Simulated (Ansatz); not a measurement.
The same calculation of C2H3BClN, SMILES BC1=C(Cl)N1 as a Python script and as an input file (Ansatz 0.2.0, Python API).

`energy.py`
```python
# -*- coding: utf-8 -*-
"""Electronic structure of the C2H3BClN molecule."""

import argparse

import ansatz as az
from ase import Atoms
import numpy as np

parser = argparse.ArgumentParser(description="Electronic structure of the C2H3BClN molecule.")
parser.add_argument("--basis", default="6-31G", help="basis")
args = parser.parse_args()


def main():
    atoms = Atoms(["B", "C", "C", "Cl", "N", "H", "H", "H"], positions=[
        (1.014, 1.0915, 0.5557),
        (0.0432, -0.0255, 0.059),
        (-0.9707, -0.479, -0.7912),
        (-1.9992, -0.1746, -2.0798),
        (-0.3731, -1.3609, 0.1437),
        (1.7363, 0.9678, 1.418),
        (0.9181, 2.202, 0.0394),
        (-0.2763, -2.2785, 0.5993),
    ])
    c2h3bcln = az.Crystal.molecule_from_ase(atoms)

    base = (
        c2h3bcln.calculation()
        .basis(gaussian=args.basis)
        .functional(az.LibraryFunctional("B97M-V"))
        .forces()
    )
    result = base.run()
    report = result.report

    print(f"E = {report['free_energy_ev']:.6f} eV = {report['free_energy_ev'] / 27.211386246:.7f} Ha")
    print("converged:", report["converged"], " doubts:", report["published_state_doubts"] or "none")

    field = report["mean_field"]
    print("<S^2> =", round(abs(field["state"]["spin_squared"]), 4), " relativity:", field["relativity"])
    print("passes:", field["passes"])
    if "symmetry" in field:
        print("occupied orbitals by irrep:", field["symmetry"]["occupied"])

    symbols = [site.symbol for site in c2h3bcln.cartesian_sites]
    print("forces (eV/A)")
    for symbol, f in zip(symbols, report["forces_ev_ang"]):
        print(f"  {symbol:2s} {f[0]:9.4f} {f[1]:9.4f} {f[2]:9.4f}")

    charges = report["charge_distribution"]
    print("dipole moment", round(4.803205 * float(np.linalg.norm(charges["dipole_moment_e_ang"])), 3), "D")
    print("Mulliken:", [(s, round(q, 3)) for s, q in zip(symbols, charges["mulliken_charges_e"])])


if __name__ == "__main__":
    main()
```

Running `python energy.py` prints:
```text
E = -16800.250101 eV = -617.3978036 Ha
converged: True  doubts: none
<S^2> = 0.0  relativity: none
passes: {'evaluations': 21, 'products': 24}
occupied orbitals by irrep: [{'A': 22}, {'A': 22}]
forces (eV/A)
  B    -2.7741   -0.5548   -2.2517
  C     1.0534    5.6960   -1.2078
  C     3.9627    0.5119    3.6493
  Cl   -0.7987   -0.2517   -0.7163
  N    -2.1329   -5.5184   -0.0541
  H     1.1452   -0.5180    1.2869
  H    -0.0786   -0.6617    0.1097
  H    -0.3770    1.2966   -0.8159
dipole moment 3.825 D
Mulliken: [('B', 0.071), ('C', 0.12), ('C', -0.018), ('Cl', 0.353), ('N', -0.754), ('H', -0.064), ('H', -0.087), ('H', 0.378)]
```

`input.yaml`:
```yaml
crystal:
  periodic: [false, false, false]
  atoms:
    - { symbol: B, position_ang: [1.014, 1.0915, 0.5557] }
    - { symbol: C, position_ang: [0.0432, -0.0255, 0.059] }
    - { symbol: C, position_ang: [-0.9707, -0.479, -0.7912] }
    - { symbol: Cl, position_ang: [-1.9992, -0.1746, -2.0798] }
    - { symbol: "N", position_ang: [-0.3731, -1.3609, 0.1437] }
    - { symbol: H, position_ang: [1.7363, 0.9678, 1.418] }
    - { symbol: H, position_ang: [0.9181, 2.202, 0.0394] }
    - { symbol: H, position_ang: [-0.2763, -2.2785, 0.5993] }
basis:
  gaussian: { orbitals: "6-31G" }
hamiltonian:
  xc: { name: B97M-V }
output:
  forces: true
```

Launched from the shell:
```console
$ ansatz run input.yaml --threads 1 --pin off --max-ram 4096MiB --backend cpu --events-out ev --progress --plain --runs-dir out
Engine: ansatz 0.2.0, x86_64-unknown-linux-gnu
Functional definition: B97M-V
  parameter cx00 = 1.000
  parameter cx01 = 1.308
  parameter cx02 = 1.901
  parameter cx10 = 0.416
  parameter cx11 = 3.070
  parameter css00 = 1.000
  parameter css02 = -1.855
  parameter css10 = -5.668
  parameter css32 = -20.497
  parameter css42 = -20.364
  parameter cos00 = 1.000
  parameter cos01 = 1.573
  parameter cos03 = -6.298
  parameter cos10 = 2.535
  parameter cos32 = -6.427
  parameter b = 6.0
  parameter c = 0.01
  gx(w, u) = cx00 + cx01*u + cx02*u^2 + (cx10 + cx11*u)*w
  gss(w, u) = css00 + css02*u^2 + css10*w + (css32*w^3 + css42*w^4)*u^2
  gos(w, u) = cos00 + cos01*u + cos03*u^3 + cos10*w + cos32*w^3*u^2
  exchange = spin_sum(e_x_unif_s*gx(b97_w, b97_u_x))
  correlation = spin_sum(e_c_pw_mod_same_spin*gss(b97_w, b97_u_same))
      + integral(e_c_pw_mod_opposite_spin*gos(b97_w_opposite, b97_u_opposite)) + vv10(b, c)
748 factors; integrals over basis functions are off by at most 2.4e-4 eV
mean field evaluation 1: about -16794.3815 eV, gradient 4.5e1 eV
mean field evaluation 2: about -16743.2543 eV, gradient 1.3e2 eV
mean field evaluation 4: about -16798.1456 eV, gradient 2.4e1 eV
mean field evaluation 8: about -16800.2663 eV, gradient 2.9e-1 eV
mean field evaluation 16: about -16800.2501 eV, gradient 1.3e-5 eV
mean field -16800.25006154 eV, -617.3978021429 hartree, gradient 1.3e-5 eV, S^2 0.000000; 1 other end points of the search recorded, 0 dependent functions left out
the calculation of the forces begins
reference -16800.25010132 eV, -617.3978036048 hartree; 22, 22 occupied and 33, 33 virtual orbitals, 748 factors
Total energy: -16800.25010132 eV, -617.3978036048 hartree
Atom 0 at     1.014000     1.091500     0.555700 Å, force    -2.774070    -0.554777    -2.251711 eV/Å
Atom 1 at     0.043200    -0.025500     0.059000 Å, force     1.053376     5.696023    -1.207832 eV/Å
Atom 2 at    -0.970700    -0.479000    -0.791200 Å, force     3.962655     0.511945     3.649269 eV/Å
Atom 3 at    -1.999200    -0.174600    -2.079800 Å, force    -0.798728    -0.251696    -0.716293 eV/Å
Atom 4 at    -0.373100    -1.360900     0.143700 Å, force    -2.132930    -5.518424    -0.054052 eV/Å
Atom 5 at     1.736300     0.967800     1.418000 Å, force     1.145226    -0.517969     1.286877 eV/Å
Atom 6 at     0.918100     2.202000     0.039400 Å, force    -0.078566    -0.661734     0.109676 eV/Å
Atom 7 at    -0.276300    -2.278500     0.599300 Å, force    -0.376964     1.296633    -0.815933 eV/Å
Dipole moment:    -0.439416    -0.627859    -0.216841 e Å
```

Notes:
- The settings weren't tested for convergence.
- The geometry is a force-field or estimated start, not a minimum of this method, and the basis set is short of its limit.
- Timing: 5.5 s on 1 thread of Intel(R) Xeon(R) Platinum 8488C (Sapphire Rapids), with other jobs on the host, peak memory 0.22 GiB.

(A comment or docstring line of the script was reworded after the run, the code is as it ran; lines on the test bed's own set-up are left out of the output.)
